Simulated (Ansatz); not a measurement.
# NaCl: the cost of one run

Computed with Ansatz 0.2.0 (DFT PBE, scalar-relativistic, plane waves, PAW, unless a step's input says otherwise).

The COD entry's cell or inner coordinates are ideal or old and differ from later refinements, so a difference from it is no clean test against experiment.

1 further run of the same task is left out (set aside as unsound or not needed).

## (1) The structure to begin with

It takes space group Fm-3m (No. 225, cubic). The conventional cell has a = 5.694 Å, b = 5.694 Å, c = 5.694 Å, α = 90.00°, β = 90.00°, γ = 90.00°. Na (site symmetry m-3m) is surrounded by 6 Cl at 2.85 Å. Around Cl (site symmetry m-3m) lie 6 Na at 2.85 Å.

Coordinates:

```cif
data_structure
_symmetry_space_group_name_H-M 'Fm-3m'
_symmetry_Int_Tables_number 225
_cell_length_a 5.6942
_cell_length_b 5.6942
_cell_length_c 5.6942
_cell_angle_alpha 90.000
_cell_angle_beta 90.000
_cell_angle_gamma 90.000
_cell_volume 184.63
loop_
_atom_site_label
_atom_site_type_symbol
_atom_site_symmetry_multiplicity
_atom_site_Wyckoff_symbol
_atom_site_fract_x
_atom_site_fract_y
_atom_site_fract_z
_atom_site_occupancy
Na1 Na 4 a 0.00000 0.00000 0.00000 1
Cl1 Cl 4 b 0.50000 0.00000 0.00000 1
```

It is the result of an earlier relaxation at this level (volume 23.08 Å³/atom; gap on the mesh: 5.00 eV).

## (2) Electronic structure at the relaxed geometry

input.yaml

```yaml
crystal:
  lattice:
    - [0.0, 2.8470934358, 2.8470934358]
    - [2.8470934358, 0.0, 2.8470934358]
    - [2.8470934358, 2.8470934358, 0.0]
  atoms:
    - { symbol: Na, position: [0.0, 0.0, 0.0] }
    - { symbol: Cl, position: [0.5, 0.5, 0.5] }
basis:
  ecutwfc: 420
kpoints:
  mp_grid: { grid: [8, 8, 8] }
  band_path:
    path:
      - [[0.0, 0.0, 0.0], [0.5, 0.0, 0.5], [0.625, 0.25, 0.625]]
      - [[0.375, 0.375, 0.75], [0.0, 0.0, 0.0], [0.5, 0.5, 0.5], [0.5, 0.25, 0.75], [0.5, 0.0, 0.5]]
    npoints: 14
hamiltonian:
  xc: pbe
scf:
  occupations: { method: gaussian, width: 0.02 }
  n_extra_bands: 6
output:
  forces: true
  stress: true
  eigenvalues: true
  populations: true
  dos: { projected: true, de: 0.02, nscf_kmesh: { grid: [12, 12, 12] } }
  bader: true
```

On the command line:

```console
ansatz run input.yaml --threads 1 --pin off --max-ram 2560MiB --backend cpu --events-out ev --progress --plain --runs-dir out
```

What time and memory should one allow on 1 thread of Arm Neoverse V2, shared host?

About 9.1 s, with a peak of 0.29 GiB.
